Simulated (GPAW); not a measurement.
Write an ASE script for GPAW 26.7.0 that does the following.

| Quantity | Value |
| --- | --- |
| Task | single point |
| Functional | RPBE |
| Potentials or basis | the program's PAW data sets (release 1.2.1) made for this functional |
| Cutoff | 800 eV |
| Basis | pw |
| k mesh | 5 × 5 × 5 |
| Occupations | gaussian, width 0.1 eV |
| Spin | no spin polarisation |
| Maxiter | 150 |

The structure of RbMg6Zn lies in POSCAR:

```
RbMg6Zn
1.0
    5.2175370000      0.0000000000      0.0000000000
    0.0000000000      3.5205290000      5.8683675000
    0.0000000000     -3.5205290000      5.8683675000
Rb Zn Mg
1 1 6
Direct
    0.5000000000      0.6699030000      0.6699030000
    0.0000000000      0.8593480000      0.8593480000
    0.5000000000      0.1629480000      0.1629480000
    0.5000000000      0.6764730000      0.1584970000
    0.5000000000      0.1584970000      0.6764730000
    0.0000000000      0.3343810000      0.3343810000
    0.0000000000      0.8505310000      0.2879190000
    0.0000000000      0.2879190000      0.8505310000
```

The cell comes from a database or a generator and needn't be the stable form of this composition.

These files were run (other wordings do the same):

run.py

```python
from ase.dft.bandgap import bandgap
from ase.io import read, write
from ase.units import Bohr, GPa
from gpaw import GPAW, PW
from gpaw.elf import elf_from_dft_calculation

atoms = read('POSCAR')

calc = GPAW(mode=PW(800),
            xc='RPBE',
            kpts={'size': (5, 5, 5), 'gamma': True},
            occupations={'name': 'methfessel-paxton', 'order': 0, 'width': 0.1},
            nbands=63,
            convergence={'density': 1e-05, 'energy': 1e-05},
            maxiter=150,
            txt='gpaw.txt')
atoms.calc = calc
energy = atoms.get_potential_energy()
forces = atoms.get_forces()
stress = atoms.get_stress()
calc.write('gs.gpw')
write('result.traj', atoms)
print(f'Energy: {energy:.6f} eV')
print('Forces (eV/A):')
print(forces.round(4))
print('Stress (GPa):', (stress / GPa).round(3))
print('Fermi level:', round(calc.get_fermi_level(), 4), 'eV')
print(f'Gap: {bandgap(calc)[0]:.4f} eV, direct: {bandgap(calc, direct=True)[0]:.4f} eV')

# fields on the real-space grid
write('density.cube', atoms, data=calc.get_pseudo_density() * Bohr**3)
write('potential.cube', atoms, data=calc.get_electrostatic_potential())
write('elf.cube', atoms, data=elf_from_dft_calculation(calc).data)
```

Potentials or basis: the program's PAW data sets (release 1.2.1) made for this functional, pw.

Launch:

```sh
$ OMP_NUM_THREADS=1 python run.py
```

Results of the run:

The pressure is 1.0 GPa, the largest force is 0.039 eV/Å and the band gap on the k mesh is none (metal or under the smearing width).

Wall time 7.9 min on 1 thread of Arm Neoverse V1, on a shared host, peak memory 0.67 GiB.
